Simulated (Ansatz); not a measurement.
# BSbH4 (SMILES [BH2][SbH2]): single points off equilibrium

The task here is to estimate one member of a computed series from the others.

The runs use Ansatz 0.2.0, Gaussian basis; single points in def2-TZVPP.

Correlated methods freeze the cores. Filled d shells of the heavier atoms are correlated. Core potentials replace the inner electrons past krypton, and spin-orbit coupling is left out.

## Starting geometry

SMILES `[BH2][SbH2]`, 6 atoms, charge 0, spin multiplicity 1.

Atoms are counted from 1 here; the program's logs count them from 0.

Bond lengths: B1–Sb2 2.120 Å, B1–H3 1.080 Å, B1–H4 1.031 Å, Sb2–H5 1.989 Å, Sb2–H6 1.786 Å. Angles: Sb2–B1–H3 123.3°, Sb2–B1–H4 120.5°, H3–B1–H4 115.7°, B1–Sb2–H5 98.1°, B1–Sb2–H6 90.6°, H5–Sb2–H6 89.7°.

Coordinates:

```xyz
6
charge 0, multiplicity 1
B     0.1011   -1.0002    0.2938
Sb    0.7403    1.0034    0.0275
H    -0.1500   -1.4194    1.2572
H     0.1416   -1.6704   -0.4888
H    -0.0997    1.3312   -1.7459
H    -0.7393    1.6021    0.8299
```

The first run:

File run/in.yaml:

```yaml
crystal:
  periodic: [false, false, false]
  atoms:
    - {symbol: B, position_ang: [0.101100, -1.000200, 0.293800]}
    - {symbol: Sb, position_ang: [0.740300, 1.003400, 0.027500]}
    - {symbol: H, position_ang: [-0.150000, -1.419400, 1.257200]}
    - {symbol: H, position_ang: [0.141600, -1.670400, -0.488800]}
    - {symbol: H, position_ang: [-0.099700, 1.331200, -1.745900]}
    - {symbol: H, position_ang: [-0.739300, 1.602100, 0.829900]}
basis:
  gaussian: {orbitals: def2-TZVPP}
correlation: {method: ccsd_t}
output: {forces: true}
```

No record of the launch command was kept for these runs.

Steps of the session up to this table: CCSD(T)/def2-TZVPP; PBE0-D4/def2-TZVPP; wB97M-V/def2-TZVPP; r2SCAN-D4/def2-TZVPP; PBE-D4/def2-TZVPP; CAM-B3LYP-D4/def2-TZVPP; LC-wPBE/def2-TZVPP.

One of the session's tables, all rows but one given; the rest of the session is left out.

| method | RMS force component (eV/Å) | angle to CCSD(T) forces (°) | dipole (D) |
| --- | --- | --- | --- |
| CCSD(T) | 2.064 | reference | 0.77 |
| PBE0-D4 | 2.067 | 1.3 | 0.78 |
| wB97M-V | 2.024 | 1.9 | 0.92 |
| r2SCAN-D4 | ? | ? | ? |
| PBE-D4 | 2.055 | 4.4 | 0.68 |
| CAM-B3LYP-D4 | 2.017 | 1.4 | 0.90 |
| LC-wPBE | 2.130 | 3.2 | 0.92 |

**Question.** Estimate the row for r2SCAN-D4.

As computed: RMS force component (eV/Å): 2.039; angle to CCSD(T) forces (°): 1.4; dipole (D): 0.75. In the column «RMS force component (eV/Å)» it lies between wB97M-V (2.024) and PBE-D4 (2.055).
